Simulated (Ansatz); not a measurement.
# C3H6AlNO: a ladder of functionals and wavefunction methods

The task here is to estimate one member of a computed series from the others.

Program: Ansatz 0.2.0, Gaussian basis. Level of theory: functionals in def2-TZVPP, the program's frozen cores in correlated methods. These are calculated values, not measurements.

Plan: PBE-D4, r2SCAN-D4, PBE0-D4, B3LYP-D4, ωB97X-V, ωB97M-V, B2PLYP; CCSD(T)/def2-TZVPP; MP2/def2-QZVPP; extrapolation to the limit.

### The relaxed structure

The geometry comes from an earlier relaxation with PBE0-D4 in a triple-zeta def2 set; it is a stationary point, not always the lowest conformer.

12 atoms, charge 0, spin multiplicity 1.

Atoms are counted from 1 here; the program's logs count them from 0.

Bond lengths: C1–C2 1.484 Å, C1–H7 1.089 Å, C1–H8 1.094 Å, C1–H9 1.095 Å, C2–N3 1.258 Å, C2–H10 1.094 Å, N3–C4 1.301 Å, C4–O5 1.285 Å, C4–Al6 1.955 Å, O5–Al6 1.881 Å, Al6–H11 1.581 Å, Al6–H12 1.583 Å. Angles: C2–C1–H7 111.0°, C2–C1–H8 110.0°, C2–C1–H9 110.1°, H7–C1–H8 109.4°, H7–C1–H9 109.6°, H8–C1–H9 106.6°, C1–C2–N3 122.8°, C1–C2–H10 117.5°, N3–C2–H10 119.8°, C2–N3–C4 140.2°, N3–C4–O5 123.0°, N3–C4–Al6 168.2°, O5–C4–Al6 67.3°, C4–O5–Al6 73.6°, C4–Al6–O5 39.1°, C4–Al6–H11 117.8°, C4–Al6–H12 116.5°, O5–Al6–H11 114.8° and more.

Set-up of the first run:

in.yaml reads:

```yaml
crystal:
  periodic: [false, false, false]
  atoms:
    - {symbol: C, position_ang: [-0.543303, -2.485533, -0.043280]}
    - {symbol: C, position_ang: [0.084845, -1.189748, -0.400189]}
    - {symbol: N, position_ang: [-0.301971, -0.091658, 0.076171]}
    - {symbol: C, position_ang: [0.030832, 1.166486, 0.086767]}
    - {symbol: O, position_ang: [-0.532678, 2.046018, -0.662032]}
    - {symbol: Al, position_ang: [0.621071, 2.986384, 0.487856]}
    - {symbol: H, position_ang: [-1.355357, -2.343701, 0.667982]}
    - {symbol: H, position_ang: [-0.928583, -2.974455, -0.943109]}
    - {symbol: H, position_ang: [0.204577, -3.160657, 0.384336]}
    - {symbol: H, position_ang: [0.918736, -1.211194, -1.108737]}
    - {symbol: H, position_ang: [-0.097721, 3.750400, 1.670743]}
    - {symbol: H, position_ang: [1.976751, 3.452457, -0.182608]}
basis:
  gaussian: {orbitals: def2-TZVPP}
hamiltonian: {xc: pbe, dispersion: d4}
output: {forces: true, orbitals: {seedname: orbitals}}
```

Run with:

```sh
$ ansatz run in.yaml --threads 4 --pin off --events-out ev --progress --plain --max-ram 10444MiB
```

Among the steps run: PBE-D4 (GGA); r2SCAN-D4 (meta-GGA); PBE0-D4 (hybrid); B3LYP-D4 (hybrid); ωB97X-V (range-separated); ωB97M-V (range-separated); B2PLYP (double hybrid); CCSD(T) in def2-TZVPP; MP2 in def2-QZVPP.

One of the session's tables, all rows but one given; the rest of the session is left out.

```
            method  atomisation energy (eV)
            PBE-D4                   49.944
         r2SCAN-D4                   48.592
           PBE0-D4                   48.563
          B3LYP-D4                   48.446
           ωB97X-V                   48.468
           ωB97M-V                   48.479
            B2PLYP                        ?
     HF/def2-TZVPP                   33.731
    MP2/def2-TZVPP                   47.826
   CCSD/def2-TZVPP                   45.855
CCSD(T)/def2-TZVPP                   46.793
           MP2/CBS                   49.179
       CCSD(T)/CBS                   48.146
```

**Question.** Estimate the row for B2PLYP.

**Answer.** atomisation energy (eV): 47.872. In the column «atomisation energy (eV)» it lies between MP2/def2-TZVPP (47.826) and CCSD(T)/CBS (48.146).

Caveats from the session: Free atoms (3 C, 1 N, 1 O, 1 Al, 6 H) were run apart at each level; the atomisation energy is their sum less the molecule, without zero-point or spin-orbit terms.
